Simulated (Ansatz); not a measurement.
# SnO: the cost of one run

Method: DFT LDA, scalar-relativistic, plane waves, PAW, in Ansatz 0.2.0.

1 further run of the same task is left out (set aside as unsound or not needed).

### Step 1. Starting point

The structure is tetragonal, space group P4/nmm (No. 129). The conventional cell has a = 3.766 Å, b = 3.766 Å, c = 4.656 Å, α = 90.00°, β = 90.00°, γ = 90.00°. Sn (site symmetry 4mm) is surrounded by 4 O at 2.20 Å. Around O (site symmetry -4m2) lie 4 Sn at 2.20 Å.

Structure file:

```xyz
4
Lattice="3.7658 0.0000 0.0000 0.0000 3.7658 0.0000 0.0000 0.0000 4.6562" Properties=species:S:1:pos:R:3 pbc="T T T"
Sn    0.0000    1.8829    1.1435
Sn    1.8829    0.0000    3.5127
O     0.0000    0.0000    0.0000
O     1.8829    1.8829    0.0000
```

It is the result of an earlier relaxation at this level (volume 16.51 Å³/atom; gap on the mesh: none (metal)).

### Step 2. Plan of the line

The energy is mapped over the lattice constants a and c of the conventional cell.

- lattice constant a (and b): 5 values from 3.653 to 3.879 Å
- lattice constant c: 5 values from 4.423 to 4.889 Å

Nothing else is relaxed (fractional coordinates fixed). Energies count from the relaxed crystal. Points are written as (first, second).

### Step 3. Grid point (3.653 Å, 4.540 Å)

Input file input.yaml:

```yaml
crystal:
  lattice:
    - [3.6528, 0.0, 0.0]
    - [0.0, 3.6528, 0.0]
    - [0.0, 0.0, 4.5398]
  atoms:
    - { symbol: Sn, position: [0.0, 0.5, 0.2455950842] }
    - { symbol: Sn, position: [0.5, 0.0, 0.7544049158] }
    - { symbol: O, position: [0.0, 0.0, 0.0] }
    - { symbol: O, position: [0.5, 0.5, 0.0] }
basis:
  ecutwfc: 520.0
kpoints:
  mp_grid: { grid: [10, 10, 8] }
hamiltonian:
  xc: lda
  pseudopotentials: { kind: paw, azcp: { folder: soft_1 } }
scf:
  occupations: { method: gaussian, width: 0.15 }
output:
  forces: true
  stress: true
  eigenvalues: true
```

Command:

```bash
> ansatz run input.yaml --threads 1 --pin off --max-ram 2048MiB --backend cpu --events-out ev --progress --plain --runs-dir out
```

What time and memory should one allow on 1 thread of AMD EPYC 7R43 (Zen 3), shared host?

About 13 s, with a peak of 0.48 GiB.
